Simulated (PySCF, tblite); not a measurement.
# C6H12BFSi: geometry, infrared bands and NMR shifts

Aim: predict the infrared bands and NMR shifts of C6H12BFSi (`CC[Si@@H](BF)[C@@H]1C=C1C`).

Programs: tblite 0.8.0 and PySCF 2.14.0, with density-fitted response routines of our own. Each step states its level of theory. These are calculated values for one molecule in the gas phase, unless marked as measured. Atoms count from 0, in the outputs and in this text.

## 1. The starting structure

21 atoms, charge 0, multiplicity 1; geometry from: force field or distance geometry start.

Bonds of the start (Å): C0–C1 1.52, C1–Si2 1.89, Si2–B3 1.94, B3–F4 1.46, Si2–C5 1.86, C5–C6 1.40, C6–C7 1.45, C7–C8 1.48, C7–C5 1.41, C0–H9 1.11, C0–H10 1.10, C0–H11 1.11, C1–H12 1.12, C1–H13 1.10, Si2–H14 1.47, B3–H15 1.17, C5–H16 1.10, C6–H17 1.09, C8–H18 1.10, C8–H19 1.12, C8–H20 1.12.

## 2. Optimising the geometry with GFN2-xTB

What the job is given:

```
{"job": {"kind": "relax", "xc": "GFN2-xTB", "basis": "xTB"}, "charge": 0, "multiplicity": 1}
C     -0.804200     2.035200    -0.789600
C     -1.727200     0.825700    -0.694800
Si    -0.943400    -0.518200     0.385200
B     -2.150300    -2.032400     0.439000
F     -1.787100    -3.211000     1.220300
C      0.682800    -1.046900    -0.343000
C      1.438300    -1.836400     0.531600
C      1.796400    -0.448600     0.289800
C      2.679400     0.717400     0.527200
H     -0.587000     2.438000     0.225900
H      0.129500     1.766900    -1.306700
H     -1.324600     2.827000    -1.376000
H     -2.697300     1.122100    -0.225000
H     -1.905900     0.409200    -1.701900
H     -0.760900     0.010300     1.747600
H     -3.174300    -2.012700    -0.131100
H      0.823600    -1.285300    -1.411000
H      1.618700    -2.791100     1.032600
H      3.713900     0.467900     0.243800
H      2.649000     0.992000     1.607800
H      2.321800     1.587800    -0.075300
```

Command:

```sh
$ OMP_NUM_THREADS=1 python probes_run.py task.json out
```

This one command runs all jobs of the session in turn.

**Question.** This job is followed by: GFN2-xTB harmonic vibrations, gas phase; GIAO PBE0/pcSseg-1 NMR shielding, non-relativistic, gas phase. Predict these results of the whole session: strongest single infrared mode (GFN2-xTB); zero-point energy (GFN2-xTB); 13C shifts against TMS (PBE0/pcSseg-1); 1H shifts against TMS (PBE0/pcSseg-1, means over atoms taken as alike); 29Si shifts against TMS (PBE0/pcSseg-1); 11B shifts against BF3·OEt2 (PBE0/pcSseg-1); 19F shifts against CFCl3 (PBE0/pcSseg-1).

As calculated:

| quantity | value |
| --- | --- |
| strongest single infrared mode (GFN2-xTB) | 2112 cm⁻¹, 361 km/mol |
| zero-point energy (GFN2-xTB) | 101.4 kcal/mol |
| 13C shifts against TMS (PBE0/pcSseg-1) | 130.8, 107.3, 14.9, 12.1, 7.1, 6.0 ppm |
| 1H shifts against TMS (PBE0/pcSseg-1, means over atoms taken as alike) | 6.58, 6.55, 3.14, 2.39, 1.28, 0.84, 0.72, 0.57 ppm |
| 29Si shifts against TMS (PBE0/pcSseg-1) | -39.1 ppm |
| 11B shifts against BF3·OEt2 (PBE0/pcSseg-1) | 74.6 ppm |
| 19F shifts against CFCl3 (PBE0/pcSseg-1) | 63.7 ppm |

What this shows: The optimisation took 157 steps and gained 1.814 eV; among the close pairs (by a distance rule), C6–C7 changed most, from 1.454 to 1.295 Å. No mode is imaginary among the 57: a minimum at this level. The strongest single mode, at 2112 cm⁻¹, moves mainly H14. GFN2-xTB is a fitted tight-binding method: band positions and strengths are rough. Its intensities can rank the bands wrongly. The most deshielded hydrogen is H17 (hydrogen on an alkene CH), at 6.58 ppm: attached to an sp2 carbon and in the plane of the double bond. At PBE0/pcSseg-1: The largest span, 719 ppm, is at F4, where the paramagnetic term is -358 ppm.
